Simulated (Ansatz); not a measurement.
# TaTl3Ag3: the cost of one run

Program: Ansatz 0.2.0. Level of theory: DFT PBE, scalar-relativistic, plane waves, PAW, unless a step names another level. These are calculated values, not measurements.

## 1. The starting structure

Symmetry: P-6m2, No. 187, hexagonal system. Conventional cell: a = 6.224 Å, b = 6.224 Å, c = 4.811 Å, α = 90.00°, β = 90.00°, γ = 120.00°. Ta (site symmetry -6m2) is surrounded by 6 Ag at 2.93 Å and 6 Tl at 3.11 Å. Tl (site symmetry mm2) has 4 Ag at 3.05 Å and 4 Tl at 3.06 to 3.17 Å and 2 Ta at 3.11 Å as nearest neighbours. Ag (site symmetry mm2) has 4 Ag at 2.90 to 3.33 Å and 2 Ta at 2.93 Å and 4 Tl at 3.05 Å as nearest neighbours.

As a file:

```
CELL_PARAMETERS angstrom
6.22368 0.00000 0.00000
-3.11184 5.38987 0.00000
0.00000 0.00000 4.81079
ATOMIC_POSITIONS crystal
Ta 0.66667 0.33333 0.50000
Tl 0.16954 0.83046 0.50000
Tl 0.16954 0.33907 0.50000
Tl 0.66093 0.83046 0.50000
Ag 0.82179 0.17821 0.00000
Ag 0.82179 0.64358 0.00000
Ag 0.35642 0.17821 0.00000
```

It came out lowest among 17 distinct ends of the trial cells. At a tolerance of 0.05 Å it has space group P-6m2 (No. 187).

## 2. Tight relaxation for the response runs, on the response runs' mesh and smearing

Input file input.yaml:

```yaml
crystal:
  lattice:
    - [6.2236832277, 0.0, 0.0]
    - [-3.1118416138, 5.3898677803, 0.0]
    - [0.0, 0.0, 4.8107852064]
  atoms:
    - { symbol: Ta, position: [0.6666666667, 0.3333333333, 0.5] }
    - { symbol: Tl, position: [0.169537137, 0.830462863, 0.5] }
    - { symbol: Tl, position: [0.169537137, 0.339074274, 0.5] }
    - { symbol: Tl, position: [0.660925726, 0.830462863, 0.5] }
    - { symbol: Ag, position: [0.8217921594, 0.1782078406, 0.0] }
    - { symbol: Ag, position: [0.8217921594, 0.6435843187, 0.0] }
    - { symbol: Ag, position: [0.3564156813, 0.1782078406, 0.0] }
basis:
  ecutwfc: 420
kpoints:
  mp_grid: { grid: [6, 6, 8] }
hamiltonian:
  xc: pbe
scf:
  occupations: { method: gaussian, width: 0.1 }
output:
  forces: true
  stress: true
  eigenvalues: true
relax:
  adjacent_minimum: "off"
  f_tol: 0.001
  max_steps: 60
  cell: { stress_tol: 0.01 }
```

The run is started by

```bash
> ansatz run input.yaml --threads 3 --pin off --max-ram 7680MiB --backend cpu --events-out ev --progress --plain --runs-dir out
```

What time and memory should one allow on 3 threads of Intel Xeon at 2.50GHz (Skylake/Cascade Lake), shared host?

About 46 s, with a peak of 0.7 GiB.
